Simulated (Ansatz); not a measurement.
CsRbMg6:

```
Cs Rb Mg
1.0
     5.54927    0.00000    0.00000
     0.00000    3.18567    8.36179
     0.00000   -3.18567    8.36179
Cs Rb Mg
1 1 6
Direct
  0.50000 0.68544 0.68544
  0.50000 0.18431 0.18431
  0.00000 0.86609 0.86609
  0.00000 0.36153 0.36153
  0.00000 0.27217 0.77941
  0.00000 0.77941 0.27217
  0.50000 0.17444 0.67660
  0.50000 0.67660 0.17444
```

The cell comes from a database or a generator and needn't be the stable form of this composition.

| Item | Value |
| --- | --- |
| Program | Ansatz 0.2.0 |
| Task | single point |
| Functional | PBE |
| Potentials or basis | Ansatz PAW |
| Cutoff | 420 eV (not typed: the program's choice for these potentials) |
| k mesh | 5 × 5 × 5 |
| Occupations | fermi-dirac, width 0.05 eV |
| Spin | no spin polarisation |

On this cell: pressure -0.2 GPa; largest force 0.091 eV/Å; band gap on the k mesh none (metal or under the smearing width).

The same run follows on a disturbed copy (atoms moved at random, drawn with an rms of 0.05 Å):

```
Cs Rb Mg
1.0
     5.54927    0.00000    0.00000
     0.00000    3.18567    8.36179
     0.00000   -3.18567    8.36179
Cs Rb Mg
1 1 6
Direct
  0.50162 0.69493 0.67870
  0.50307 0.18612 0.18562
  0.00325 0.86284 0.86642
  0.99699 0.35957 0.35811
  0.99624 0.27373 0.78109
  0.99384 0.78345 0.26877
  0.50362 0.16859 0.67988
  0.49517 0.67822 0.17389
```

Problem. What changes?

Solution. The energy (extrapolated to zero smearing) moves by +3.0 meV/atom; pressure -0.3 GPa; largest force 0.282 eV/Å; band gap on the k mesh none (metal or under the smearing width).

Forces on the atoms (eV/Å):
```
Cs  -0.020 -0.280 -0.026
Rb  -0.020  0.277 -0.047
Mg  -0.017  0.036  0.074
Mg   0.022 -0.030  0.176
Mg   0.048  0.122 -0.084
Mg   0.018 -0.129 -0.044
Mg  -0.046  0.083 -0.007
Mg   0.016 -0.079 -0.043
```

Stress tensor (GPa, compression positive):
```
-1.96  0.00  0.00
 0.00  2.16 -0.02
 0.00 -0.02 -1.04
```
